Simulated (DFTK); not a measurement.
Wanted: the native input for a DFTK 0.8.2 run.

| Quantity | Value |
| --- | --- |
| Task | equation of state |
| Functional | PBE |
| Potentials or basis | dojo.nc.sr.pbe.v0_4_1.standard.upf (PBE) |
| Cutoff | 1034 eV |
| k mesh | 8 × 8 × 8 |
| Occupations | fermi-dirac, width 0.05 eV |
| Spin | no spin polarisation |
| Valence electrons | Au 19, W 14 |
| Volume scales | [0.94, 0.96, 0.98, 1.0, 1.02, 1.04, 1.06] |
| SCF tolerance on the density | 1e-06 |

WAu:

```
W Au
1.0
     0.00000    2.74798    2.74798
     2.74798    0.00000    2.74798
     2.74798    2.74798    0.00000
W Au
1 1
Direct
  0.00000 0.00000 0.00000
  0.75000 0.75000 0.75000
```

The cell was built by a generator and needn't be a form met in nature.

The input as run:

run.jl

```julia
using DFTK
using PseudoPotentialData
using Unitful, UnitfulAtomic
using LinearAlgebra, Printf
include("save.jl")
disable_threading()

# lattice vectors are the columns
lattice = austrip(1u"Å") * [           0.0     2.74797926     2.74797926;
               2.74797926            0.0     2.74797926;
               2.74797926     2.74797926            0.0]
symbols   = [:W, :Au]
positions = [[0.0, 0.0, 0.0],
             [0.75, 0.75, 0.75]]
pseudopotentials = PseudoFamily("dojo.nc.sr.pbe.v0_4_1.standard.upf")
elements = Dict(s => ElementPsp(s, pseudopotentials) for s in unique(symbols))
atoms    = [elements[s] for s in symbols]

build_model(lattice, positions; symmetries=true) =
    model_DFT(lattice, atoms, positions;
              functionals=PBE(),
              temperature=austrip(0.05u"eV"),
              smearing=Smearing.FermiDirac(),
              symmetries)
Ecut  = 38.0  # hartree
kgrid = [8, 8, 8]
tol   = 1e-6
to_GPa = ustrip(uconvert(u"GPa", 1u"hartree/bohr^3"))

results["points"] = []
for scale in [0.94, 0.96, 0.98, 1.0, 1.02, 1.04, 1.06]
    println("\n=== scale = ", scale)
    model = build_model(cbrt(scale) * lattice, positions)
    basis = PlaneWaveBasis(model; Ecut, kgrid)
    t0 = time()
    scfres = self_consistent_field(basis;
                                   tol,
                                   nbandsalg=AdaptiveBands(model; n_bands_converge=21))
    seconds = time() - t0
    @printf "SCF: %d iterations, %.1f s\n" scfres.n_iter seconds
    forces = compute_forces_cart(scfres)
    stress = compute_stresses_cart(scfres)
    @printf "V = %.5f Å^3  F = %.8f Ha  max force = %.5f eV/Å  p = %.4f GPa\n" ustrip(auconvert(u"Å^3", model.unit_cell_volume)) scfres.energies.total ustrip(auconvert(u"eV/Å", maximum(norm, forces))) (-tr(stress) / 3 * to_GPa)
    push!(results["points"], save_scf!(scfres; forces, stress, d=Dict{String,Any}("seconds" => seconds, "n_matvec" => get(scfres, :n_matvec, 0))))
end

# third-order Birch-Murnaghan fit in x = V^(-2/3)
V = [0.94, 0.96, 0.98, 1.0, 1.02, 1.04, 1.06] * abs(det(lattice))
E = [p["total"] for p in results["points"]]
x = V .^ (-2 / 3)
c = [x .^ 0 x x .^ 2 x .^ 3] \ E
Δ = c[3]^2 - 3c[2] * c[4]
if Δ > 0
    x0 = (-c[3] + sqrt(Δ)) / 3c[4]
    B0 = 4 / 9 * x0^(7 / 2) * (2c[3] + 6c[4] * x0)
    @printf "V0 = %.4f Å^3  B0 = %.2f GPa\n" ustrip(auconvert(u"Å^3", x0^(-3 / 2))) B0 * to_GPa
end
```

Potentials or basis: dojo.nc.sr.pbe.v0_4_1.standard.upf (PBE).

Command:

```bash
$ julia --threads=1 run.jl  # save.jl only writes the numbers to a file and isn't shown; printed stress counts tension as positive; times include loading and compiling
```

It gave:

```json
{
 "Equilibrium volume": "outside the volumes run"
}
```

Wall time 35 min on 1 thread of Intel(R) Xeon(R) Platinum 8259CL CPU @ 2.50GHz (Skylake/Cascade Lake) (shared host), peak memory 2.2 GiB.
